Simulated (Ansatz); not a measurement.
# C3H7Br (1-bromopropane) at 6 levels

Aim: a comparison of 6 runs (HF/3-21G, HF/def2-SVP, B3LYP/6-31G*, SVWN5/def2-SVP, wB97X/def2-SVP, CCSD(T)/def2-SVP) of C3H7Br (1-bromopropane). 

The calculation is run with Ansatz 0.2.0.

55 further runs of the same task are left out: 55 set aside as unsound or not needed.

### Step 1. The molecule

C3H7Br has 11 atoms, charge 0, and is taken as a singlet. SMILES: `CCCBr`. The C2–C3 distance was set to 3.321 Å, away from the relaxed value. At this shape a bond of the SMILES string is far longer than usual.

Bond lengths: C1–C2 1.517 Å, C3–Br4 1.953 Å, C1–H5 1.092 Å, C1–H6 1.092 Å, C1–H7 1.093 Å, C2–H8 1.094 Å, C2–H9 1.098 Å, C3–H10 1.089 Å, C3–H11 1.088 Å. Some angles: C1–C2–H8 110.4°, C1–C2–H9 109.7°, C2–C1–H5 111.0°, C2–C1–H6 110.9°, C2–C1–H7 111.1°, Br4–C3–H10 105.3°, Br4–C3–H11 105.0°, H8–C2–H9 106.4°, H5–C1–H6 108.0°, H5–C1–H7 107.8°.

### Step 2. The energy at HF/3-21G (run 1)

Contents of in.yaml:

```yaml
basis:
  gaussian:
    orbitals: 3-21G-spherical.json
crystal:
  periodic: [false, false, false]
  atoms:
    - {symbol: C, position_ang: [-1.736112, 1.986562, 1.284390]}
    - {symbol: C, position_ang: [-1.413412, 0.552062, 1.658090]}
    - {symbol: C, position_ang: [0.751200, -0.933400, -0.376500]}
    - {symbol: Br, position_ang: [0.042600, -1.165200, -2.181600]}
    - {symbol: H, position_ang: [-2.201212, 2.039162, 0.298190]}
    - {symbol: H, position_ang: [-2.423512, 2.431762, 2.006190]}
    - {symbol: H, position_ang: [-0.831312, 2.600162, 1.260790]}
    - {symbol: H, position_ang: [-2.328712, -0.044538, 1.708590]}
    - {symbol: H, position_ang: [-0.968112, 0.522062, 2.660790]}
    - {symbol: H, position_ang: [1.664500, -0.352300, -0.499500]}
    - {symbol: H, position_ang: [1.004600, -1.937400, -0.042700]}
hamiltonian:
  xc: hf
accuracy: high
output: {orbitals: {seedname: orbitals}}
```

The basis set 3-21G is read from a file made from the Basis Set Exchange's data (not shown).

The run is started by

```console
$ ansatz run in.yaml --threads 1 --pin off --max-ram 3480MiB --events-out events.jsonl --progress --plain --runs-dir runs
```

Log:

```text
Warning: RAYON_NUM_THREADS=1 ignored (pool sized by the plan → 1); use --threads N
Functional definition: HF
  name "HF"
  exchange = exact_x
  correlation = 0
1266 factors; integrals over basis functions are off by at most 2.3e-8 eV
mean field evaluation 1: about -72838.3741 eV, gradient 2.0e1 eV
mean field evaluation 2: about -72838.6594 eV, gradient 2.0e1 eV
mean field evaluation 4: about -72840.0794 eV, gradient 5.8e0 eV
mean field evaluation 8: about -72840.2109 eV, gradient 1.2e-1 eV
mean field evaluation 16: about -72840.2110 eV, gradient 4.9e-8 eV
mean field -72840.21101772 eV, -2676.8283820330 hartree, gradient 4.9e-8 eV, S^2 0.000000; 0 other end points of the search recorded, 0 dependent functions left out
reference -72840.21101772 eV, -2676.8283820330 hartree; 30, 30 occupied and 33, 33 virtual orbitals, 1266 factors
Total energy: -72840.21101772 eV, -2676.8283820330 hartree
```

Wall time 0.79 s (1 thread of AMD EPYC 9R14 (Zen 4), shared host); peak memory 0.16 GiB.

### Step 3. The energy at HF/def2-SVP (run 2)

Contents of input.yaml:

```yaml
crystal:
  periodic: [false, false, false]
  atoms:
    - {symbol: C, position_ang: [-1.736112, 1.986562, 1.284390]}
    - {symbol: C, position_ang: [-1.413412, 0.552062, 1.658090]}
    - {symbol: C, position_ang: [0.751200, -0.933400, -0.376500]}
    - {symbol: Br, position_ang: [0.042600, -1.165200, -2.181600]}
    - {symbol: H, position_ang: [-2.201212, 2.039162, 0.298190]}
    - {symbol: H, position_ang: [-2.423512, 2.431762, 2.006190]}
    - {symbol: H, position_ang: [-0.831312, 2.600162, 1.260790]}
    - {symbol: H, position_ang: [-2.328712, -0.044538, 1.708590]}
    - {symbol: H, position_ang: [-0.968112, 0.522062, 2.660790]}
    - {symbol: H, position_ang: [1.664500, -0.352300, -0.499500]}
    - {symbol: H, position_ang: [1.004600, -1.937400, -0.042700]}
basis:
  gaussian:
    orbitals: def2-SVP
magnetization:
  spin_polarized: false
  initial_magnetization: 0
hamiltonian:
  xc: hf
accuracy: high
output: {orbitals: {seedname: orbitals}}
```

The run is started by

```console
$ ansatz run input.yaml --threads 1 --pin off --max-ram 3480MiB --events-out events.jsonl --progress --plain --runs-dir runs
```

Log:

```text
Warning: RAYON_NUM_THREADS=1 ignored (pool sized by the plan → 1); use --threads N
Functional definition: HF
  name "HF"
  exchange = exact_x
  correlation = 0
2437 factors; integrals over basis functions are off by at most 1.0e-8 eV
mean field evaluation 1: about -73181.0010 eV, gradient 2.6e1 eV
mean field evaluation 2: about -73181.0796 eV, gradient 2.6e1 eV
mean field evaluation 4: about -73183.6430 eV, gradient 5.8e0 eV
mean field evaluation 8: about -73183.8198 eV, gradient 6.9e-1 eV
mean field evaluation 16: about -73183.8232 eV, gradient 3.0e-6 eV
mean field -73183.82323914 eV, -2689.4558982613 hartree, gradient 2.3e-8 eV, S^2 0.000000; 0 other end points of the search recorded, 0 dependent functions left out
reference -73183.82323914 eV, -2689.4558982613 hartree; 30, 30 occupied and 79, 79 virtual orbitals, 2437 factors
Total energy: -73183.82323914 eV, -2689.4558982613 hartree
```

It took 3.6 s on 1 thread of AMD EPYC 9R14 (Zen 4), shared host; peak memory 0.37 GiB.

Runs 3 to 5 aren't shown in full; the table further down has their settings and results.

### Step 4. A single-point energy at CCSD(T)/def2-SVP (run 6)

Edit input.yaml of step 3 so:

```diff
@@ -17,8 +17,7 @@
     orbitals: def2-SVP
-magnetization:
-  spin_polarized: false
-  initial_magnetization: 0
-hamiltonian:
-  xc: hf
+scf:
+  omitted_lower_state_checks: [cluster_reference, increment]
+correlation:
+  method: ccsd_t
+  frozen_orbitals: {Br: 9, C: 1, H: 0}
 accuracy: high
-output: {orbitals: {seedname: orbitals}}
```

The run is started by

```console
$ ansatz run input.yaml --threads 1 --pin off --max-ram 3480MiB --events-out events.jsonl --progress --plain --runs-dir runs
```

Log:

```text
Warning: RAYON_NUM_THREADS=1 ignored (pool sized by the plan → 1); use --threads N
[... 12 lines left out ...]
12 core orbitals not correlated: weight in the atoms' cores, before any rotation towards them, 1.000 or more for the frozen orbitals, at most 0.000 for the correlated occupied ones
[... 32 lines left out ...]
WARN: these amplitudes may be one of several solutions (largest doubles amplitude 0.45, level shift 3.72 eV)
Total energy: -73205.86638332 eV, -2690.2659688686 hartree
Checks for a lower state left out: cluster_reference, increment
```

Run time: 53 s. Hardware: 1 thread of AMD EPYC 9R14 (Zen 4), shared host; peak memory 0.91 GiB.

### Step 5. Overview of the runs

```
run                               level  frozen core orbitals   energy (Eh)  HOMO energy (eV)  LUMO energy (eV)  HOMO–LUMO gap (eV)  wall time
  1                            HF/3-21G                     –  -2676.828382             -6.99             -0.34                6.65     0.79 s
  2                         HF/def2-SVP                     –  -2689.455898             -7.23             -0.50                6.73      3.6 s
  3  B3LYP/6-31G* (spherical functions)                     –  -2692.222970             -5.57             -3.50                2.07      6.9 s
  4                      SVWN5/def2-SVP                     –  -2687.414675             -5.13             -4.10                1.03      3.9 s
  5                      wB97X/def2-SVP                     –  -2692.069031             -7.69             -1.77                5.92       26 s
  6                    CCSD(T)/def2-SVP                    12  -2690.265969                 –                 –                   –       53 s
```

### Step 6. What came out

| quantity | value |
| --- | --- |
| run 6: total energy | -2690.26597 Eh |
| run 6: correlation energy (12 core orbitals frozen) | -810.1 mEh |
| run 6: (T) correction | -46.03 mEh |
| run 6: T1 diagnostic | 0.028 |

In words: Over runs 1, 2, 3, 4, 5 the HOMO–LUMO gap runs from 1.03 eV (SVWN5/def2-SVP) to 6.73 eV (HF/def2-SVP). Exact exchange widens orbital gaps. Totals of different functionals can't be ranked against each other. In run 6 the log says that unrestricted orbitals would lower the reference, so the values rest on an unstable closed-shell determinant (other closed-shell runs at this shape may share the fault). In runs 1, 2, 3, 4, 5, 6 a closed-shell determinant meets a far-stretched bond, which it describes badly. All runs together took 94 s, the longest 53 s.
